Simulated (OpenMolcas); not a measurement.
**Au⁴⁺ among point charges: CASSCF and CASPT2 levels and susceptibility**

Aim: the splitting of the states of Au⁴⁺ in the field of 4 point charges, its lowest levels with spin-orbit coupling and its magnetic susceptibility.

The numbers are computed with OpenMolcas 26.06 (state-averaged CASSCF and CASPT2, spin-orbit coupling by RASSI with atomic mean-field integrals), except any that are marked as measured or tabulated.

## (1) The system

```
Species                           : Au⁴⁺ (gold, Z = 79, 75 electrons)
Basis                             : ANO-RCC-VDZP [7s6p4d2f], 59 functions
Scalar Hamiltonian                : DKH2, point nucleus
Inactive shells                   : 1s 2s 2p 3s 3p 3d 4s 4p 4d 4f 5s 5p
Active space                      : 7 electrons in 5 orbitals (5d)
Some configurations of this space : 5d7
Orbitals                          : optimised for each spin and parity, averaged over all roots
```

The outer shells:

5d7
```
5d [↑↓][↑↓][↑ ][↑ ][↑ ]
```

The ion sits among 4 point charges of -2 e arranged as a tetrahedron (Td), 1.64 Å from the ion.

The work runs as a chain of OpenMolcas steps in one folder; each step below is one input file. Labels, J, g values, rates, χT and fits are worked out afterwards by a script from the matrices that RASSI stores.

## (2) One- and two-electron integrals

a.inp reads:

```
&GATEWAY
Coord
1

Au 0.0 0.0 0.0
Basis=ANO-RCC-VDZP
Group=NoSym
NoMove
AngMom=0.0 0.0 0.0
AMFI
XField
4 Angstrom 0
0.946854 0.946854 0.946854 -2.000000
0.946854 -0.946854 -0.946854 -2.000000
-0.946854 0.946854 -0.946854 -2.000000
-0.946854 -0.946854 0.946854 -2.000000
&SEWARD
```

Launch:

```sh
$ OMP_NUM_THREADS=1 MOLCAS_MEM=1689 MOLCAS_PROJECT=a pymolcas a.inp > a.log
```

## (3) CASSCF: quartets, 10 roots

a.inp reads:

```
&RASSCF
FileOrb=start.orb
Symmetry=1
Spin=4
nActEl=7 0 0
Inactive=34
Ras2=5
CIRoot=10 10 1
SDav=10
CIMx=300
Iter=120 100
PrWF=0.3
OrbListing=Nothing
MaxOrb=0
>>> COPY $Project.JobIph JOB001
```

start.orb holds the contracted functions of the basis, ordered by shell, or the orbitals of the step before.

## (4) Reference wave functions, doublets, 40 roots

a.inp reads:

```
&RASSCF
FileOrb=start.orb
Symmetry=1
Spin=2
nActEl=7 0 0
Inactive=34
Ras2=5
CIRoot=40 40 1
SDav=40
CIMx=300
Iter=120 100
PrWF=0.3
OrbListing=Nothing
MaxOrb=0
>>> COPY $Project.JobIph JOB002
```

## (5) RASSI: spin-orbit coupling between the states

a.inp reads:

```
&RASSI
NrOfJobIphs=2 10 40
1 2 3 4 5 6 7 8 9 10
1 2 3 4 5 6 7 8 9 10 11 12 13 14 15 16 17 18 19 20 21 22 23 24 25 26 27
28 29 30 31 32 33 34 35 36 37 38 39 40
IphNames
JOB001
JOB002
EJob
SpinOrbit
DIPRint=1.0
SOCoupling=1000.0
Subsets=2
Property=9
'ANGMOM' 1 'ANGMOM' 2 'ANGMOM' 3 'MLTPL  1' 1 'MLTPL  1' 2 'MLTPL  1' 3
'AMFI' 1 'AMFI' 2 'AMFI' 3
SOProperty=3
'ANGMOM' 1 'ANGMOM' 2 'ANGMOM' 3
```

## (6) CASPT2: IPEA 0.25, imaginary shift 0.1 (closed shells correlated: 4f 5s 5p)

a.inp reads:

```
>>> COPY JOB001 $Project.JobIph
&CASPT2
Multistate=10 1 2 3 4 5 6 7 8 9 10
NoMult
Frozen=23
IPEA=0.25
Imaginary=0.1
MaxIter=60
WThr=0.0 0.3 0.05
PrWF=0.5
NoMix
>>> COPY JOB002 $Project.JobIph
&CASPT2
Multistate=40 1 2 3 4 5 6 7 8 9 10 11 12 13 14 15 16 17 18 19 20 21 22
23 24 25 26 27 28 29 30 31 32 33 34 35 36 37 38 39 40
NoMult
Frozen=23
IPEA=0.25
Imaginary=0.1
MaxIter=60
WThr=0.0 0.3 0.05
PrWF=0.5
NoMix
```

(Steps that only read results are left out.)

**Question.** What will these runs give? Wanted: spin-free ground state; first state of the same spin within the active space; lowest level; next level.

As calculated:

| quantity | value |
| --- | --- |
| method | SS-CASPT2, IPEA 0.25, imaginary shift 0.1 (closed shells correlated: 4f 5s 5p) |
| spin-free ground state | 4A2, 1-fold in its orbital part |
| first state of the same spin within the active space | 4T2 at 6460 cm⁻¹ |
| lowest level | 4-fold Γ8 |
| next level | 3392.5 cm⁻¹ |
| χT at 300 K | 3.96 cm³ K/mol |
| effective moment at 300 K | 5.63 μB |

Cost by method:

```tsv
method	time of its own steps	time with the reference
A. CASSCF	39 s	39 s
B. SS-CASPT2, IPEA 0.25, imaginary shift 0.1, +4f 5s 5p	29 s	67 s
```

Times are of one thread on a shared host.

The spin-free ground state (4A2) comes to 100 % from free-ion F terms and keeps the highest spin of the shell. χT at 300 K is 3.96, against 1.88 cm³ K/mol for the spin alone, so orbital moment adds to it. A ligand-field fit to the states below 45000 cm-1 gives 10Dq = -6605 cm-1, B = 820 cm-1 and C = 3747 cm-1 (C/B = 4.57), with a deviation of 333 cm-1. CASPT2 does not keep the components of a term degenerate, and the means are used. The field of point charges can differ much from that of real complexes. Point charges carry no covalency, so the field is a model and not that of real ligands.
